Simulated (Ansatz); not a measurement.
# Cu: stress in a strained cell

Cu is deformed so: zz strain of +2 %. What stress and forces result, by LAPW, PAW and all-electron datasets made for the crystal?

Method: DFT PBEsol, scalar-relativistic, in Ansatz 0.2.0.

2 further runs of the same task are left out: 2 set aside as unsound or not needed.

## 1. The starting structure

The structure is cubic, space group Fm-3m (No. 225). Conventional cell: a = 3.615 Å, b = 3.615 Å, c = 3.615 Å, α = 90.00°, β = 90.00°, γ = 90.00°. Cu (site symmetry m-3m) is surrounded by 12 Cu at 2.56 Å.

Structure file:

```xyz
1
Lattice="0.0000 1.8075 1.8075 1.8075 0.0000 1.8075 1.8075 1.8075 0.0000" Properties=species:S:1:pos:R:3 pbc="T T T"
Cu    0.0000    0.0000    0.0000
```

## 2. The deformed structure

Space group Fm-3m before, I4/mmm after.

## 3. All-electron LAPW

File input.yaml:

```yaml
crystal:
  lattice:
    - [0.0, 1.8075, 1.84365]
    - [1.8075, 0.0, 1.84365]
    - [1.8075, 1.8075, 0.0]
  atoms:
    - { symbol: Cu, position: [0.0, 0.0, 0.0] }
kpoints:
  mp_grid: { grid: [19, 19, 19] }
  band_path:
    path:
      - [0.0, 0.0, 0.0]
      - [0.0, 0.5, 0.5]
      - [0.25, 0.75, 0.5]
      - [0.0, 0.5, 0.0]
      - [0.0, 0.0, 0.0]
      - [0.5, 0.5, 0.0]
      - [0.3701460977, 0.6298539023, 0.0]
      - [-0.3701460977, 0.3701460977, 0.0]
      - [0.0, 0.0, 0.0]
    npoints: 5
scf:
  occupations: { method: fermi_dirac, width: 0.08 }
hamiltonian:
  xc: pbesol
  pseudopotentials: { kind: all_electron, lapw: { basis_error: 0.00025 } }
output:
  forces: true
  stress: true
  eigenvalues: true
```

On the command line:

```
> ansatz run input.yaml --threads 1 --pin off --max-ram 3072MiB --backend cpu --events-out ev --progress --plain --runs-dir out
```

## 4. Frozen-core PAW

File input.yaml:

```yaml
crystal:
  lattice:
    - [0.0, 1.8075, 1.84365]
    - [1.8075, 0.0, 1.84365]
    - [1.8075, 1.8075, 0.0]
  atoms:
    - { symbol: Cu, position: [0.0, 0.0, 0.0] }
kpoints:
  mp_grid: { grid: [19, 19, 19] }
scf:
  occupations: { method: fermi_dirac, width: 0.08 }
hamiltonian:
  xc: pbesol
  pseudopotentials: { kind: paw }
output:
  forces: true
  stress: true
  eigenvalues: true
  efg: { contact_densities: true }
```

## 5. Datasets made for this crystal

Changes to input.yaml since step 4:

```diff
@@ -13,3 +13,3 @@
   xc: pbesol
-  pseudopotentials: { kind: paw }
+  pseudopotentials: { kind: all_electron, datasets: crystal }
 output:
```

(Steps that only read results are left out.)

Before running it: what results should come out? Wanted: pressure; largest shear or deviatoric stress.

As calculated:

| quantity | value |
| --- | --- |
| pressure | LAPW -9.04, PAW -9.05, crystal datasets -9.05 GPa |
| largest shear or deviatoric stress (LAPW) | 0.65 GPa |

Against the undeformed cell the largest change of stress is -3.15 GPa, in the zz component. PAW: stress within 0.01 GPa of LAPW. Crystal datasets: stress within 0.01 GPa of LAPW.
